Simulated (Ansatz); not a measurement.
# C2H7FInNO: a ladder of functionals and wavefunction methods

One table from this session's results is given with a row withheld; the runs are named, their logs left out.

Method: functionals in def2-TZVPP, the program's frozen cores in correlated methods; program: Ansatz 0.2.0, Gaussian basis.

The runs, in order: PBE-D4, r2SCAN-D4, PBE0-D4, B3LYP-D4, ωB97X-V, ωB97M-V, B2PLYP; CCSD(T)/def2-TZVPP; MP2/def2-QZVPP; extrapolation to the limit.

## The geometry

An earlier PBE0-D4 in a triple-zeta def2 set relaxation fixed the geometry. In takes the def2 core potential; no spin-orbit term is included.

SMILES `C[N](C)[In]([OH])[F]`, 13 atoms, charge 0, spin multiplicity 1.

Atoms are counted from 1 here; the program's logs count them from 0.

Bond lengths: C1–N2 1.442 Å, C1–H7 1.100 Å, C1–H8 1.092 Å, C1–H9 1.099 Å, N2–C3 1.441 Å, N2–In4 1.983 Å, C3–H10 1.100 Å, C3–H11 1.101 Å, C3–H12 1.092 Å, In4–O5 1.966 Å, In4–F6 1.958 Å, O5–H13 0.961 Å. Angles: N2–C1–H7 112.2°, N2–C1–H8 111.1°, N2–C1–H9 110.6°, H7–C1–H8 107.9°, H7–C1–H9 107.3°, H8–C1–H9 107.7°, C1–N2–C3 113.8°, C1–N2–In4 121.3°, C3–N2–In4 123.4°, N2–C3–H10 110.6°, N2–C3–H11 112.3°, N2–C3–H12 111.4°, H10–C3–H11 107.2°, H10–C3–H12 107.4°, H11–C3–H12 107.7°, N2–In4–O5 130.7°, N2–In4–F6 115.9°, O5–In4–F6 113.2° and more.

Set-up of the first run:

Input file in.yaml:

```yaml
crystal:
  periodic: [false, false, false]
  atoms:
    - {symbol: C, position_ang: [-0.748144, 0.368826, -1.480883]}
    - {symbol: N, position_ang: [-0.039631, 0.307252, -0.226091]}
    - {symbol: C, position_ang: [-0.085179, 1.534306, 0.528455]}
    - {symbol: In, position_ang: [0.549650, -1.424854, 0.539765]}
    - {symbol: O, position_ang: [1.424048, -1.838240, 2.251843]}
    - {symbol: F, position_ang: [0.358856, -2.986034, -0.625926]}
    - {symbol: H, position_ang: [-1.813284, 0.609553, -1.344593]}
    - {symbol: H, position_ang: [-0.685417, -0.581516, -2.014511]}
    - {symbol: H, position_ang: [-0.318065, 1.145351, -2.129569]}
    - {symbol: H, position_ang: [0.354711, 2.359692, -0.049656]}
    - {symbol: H, position_ang: [-1.114354, 1.828668, 0.784514]}
    - {symbol: H, position_ang: [0.478363, 1.450678, 1.460081]}
    - {symbol: H, position_ang: [1.638448, -2.773692, 2.306570]}
basis:
  gaussian: {orbitals: def2-TZVPP}
hamiltonian: {xc: pbe, dispersion: d4}
output: {forces: true, orbitals: {seedname: orbitals}}
```

On the command line:

```console
$ ansatz run in.yaml --threads 2 --pin off --events-out ev --progress --plain --max-ram 32768MiB --backend cuda --devices 0, --max-vram 18GiB
```

Among the steps run: PBE-D4 (GGA); r2SCAN-D4 (meta-GGA); PBE0-D4 (hybrid); B3LYP-D4 (hybrid); ωB97X-V (range-separated); ωB97M-V (range-separated); B2PLYP (double hybrid); CCSD(T) in def2-TZVPP; MP2 in def2-QZVPP.

One table of the session follows, with a row left open; its other results are not shown here.

It belongs to the step «Atomisation energies». 

```
            method  atomisation energy (kJ/mol)
            PBE-D4                       4705.6
         r2SCAN-D4                       4597.2
           PBE0-D4                       4586.1
          B3LYP-D4                       4583.9
           ωB97X-V                       4620.7
           ωB97M-V                       4609.7
            B2PLYP                       4546.7
     HF/def2-TZVPP                       3175.5
    MP2/def2-TZVPP                       4573.0
   CCSD/def2-TZVPP                       4402.8
CCSD(T)/def2-TZVPP                            ?
           MP2/CBS                       4718.6
       CCSD(T)/CBS                       4629.2
```

**Question.** Estimate the row for CCSD(T)/def2-TZVPP.

**Answer.** atomisation energy (kJ/mol): 4483.6. In the column «atomisation energy (kJ/mol)» it lies between CCSD/def2-TZVPP (4402.8) and B2PLYP (4546.7).
